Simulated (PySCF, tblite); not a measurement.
**C4H15NOSi3: geometry, infrared bands and NMR shifts**

Wanted: the infrared bands and NMR shifts of C4H15NOSi3 (`CN[SiH2][Si@@H](O[SiH3])C1CC1`), by calculation.

The runs use tblite 0.8.0 and PySCF 2.14.0, with density-fitted response routines of our own; the level of theory stands in each step. All values are computed, except where a source is named. Atoms count from 0, in the outputs and in this text.

## 1. The starting structure

24 atoms, charge 0, multiplicity 1; geometry from: force field or distance geometry start.

Bonds of the start (Å): C0–N1 1.46, N1–Si2 1.77, Si2–Si3 2.22, Si3–O4 1.70, O4–Si5 1.71, Si3–C6 1.85, C6–C7 1.52, C7–C8 1.51, C8–C6 1.51, C0–H9 1.09, C0–H10 1.12, C0–H11 1.09, N1–H12 1.04, Si2–H13 1.48, Si2–H14 1.49, Si3–H15 1.50, Si5–H16 1.48, Si5–H17 1.48, Si5–H18 1.45, C6–H19 1.10, C7–H20 1.12, C7–H21 1.10, C8–H22 1.11, C8–H23 1.11.

## 2. Optimising the geometry with GFN2-xTB

The job: settings as JSON, then the geometry in Å.

```
{"job": {"kind": "relax", "xc": "GFN2-xTB", "basis": "xTB"}, "charge": 0, "multiplicity": 1}
C      3.607500    -0.110600    -0.209900
N      2.615500     0.671600     0.515800
Si     1.074200     0.693000    -0.357600
Si    -0.665400     0.247600     0.945000
O     -1.492700     1.619100     1.511100
Si    -2.162900     2.572900     0.258500
C     -1.744000    -0.978300     0.067100
C     -1.775900    -2.352400     0.709300
C     -0.987000    -2.128200    -0.556200
H      4.256100     0.574300    -0.760400
H      3.093300    -0.779100    -0.939400
H      4.216100    -0.706800     0.477900
H      2.915000     1.658100     0.654000
H      1.124100    -0.367300    -1.391300
H      0.888500     1.991300    -1.067200
H     -0.132200    -0.436500     2.169000
H     -3.507100     3.031900     0.666900
H     -1.314700     3.772100     0.089400
H     -2.250200     1.884800    -1.020300
H     -2.601200    -0.633600    -0.524700
H     -2.697600    -2.967700     0.539800
H     -1.222700    -2.546400     1.637400
H      0.117300    -2.135400    -0.402500
H     -1.365600    -2.554600    -1.503900
```

Started as:

```sh
$ OMP_NUM_THREADS=1 python probes_run.py task.json out
```

One launch serves the whole session: the jobs run in the order shown.

**Question.** This job is followed by: GFN2-xTB harmonic vibrations, gas phase; GIAO PBE0/pcSseg-1 NMR shielding, non-relativistic, gas phase. Predict these results of the whole session: strongest single infrared mode (GFN2-xTB); zero-point energy (GFN2-xTB); 13C shifts against TMS (PBE0/pcSseg-1); 1H shifts against TMS (PBE0/pcSseg-1, means over atoms taken as alike); 15N shifts against NH3 (PBE0/pcSseg-1); 29Si shifts against TMS (PBE0/pcSseg-1); 17O shifts against H2O (PBE0/pcSseg-1).

The runs gave:

```
                                                              quantity                                                                   value
                             strongest single infrared mode (GFN2-xTB)                                                   1100 cm⁻¹, 705 km/mol
                                          zero-point energy (GFN2-xTB)                                                          111.3 kcal/mol
                                13C shifts against TMS (PBE0/pcSseg-1)                                                 35.9, 5.4, 1.1, 1.0 ppm
1H shifts against TMS (PBE0/pcSseg-1, means over atoms taken as alike)  5.69, 5.08, 4.96, 4.80, 2.70, 0.79, 0.74, 0.57, 0.04, -0.22, -1.11 ppm
                                15N shifts against NH3 (PBE0/pcSseg-1)                                                                 5.1 ppm
                               29Si shifts against TMS (PBE0/pcSseg-1)                                                  -9.3, -45.4, -56.9 ppm
                                17O shifts against H2O (PBE0/pcSseg-1)                                                                10.7 ppm
```

The optimisation took 270 steps and gained 1.368 eV; among the close pairs (by a distance rule), O4–Si5 changed most, from 1.711 to 1.612 Å. No mode is imaginary among the 66: a minimum at this level. The strongest single mode, at 1100 cm⁻¹, moves mainly O4. GFN2-xTB is a fitted tight-binding method: band positions and strengths are rough. Its intensities can rank the bands wrongly. At PBE0/pcSseg-1: Shielding is most anisotropic at O4 (span 168 ppm, paramagnetic term -74 ppm).
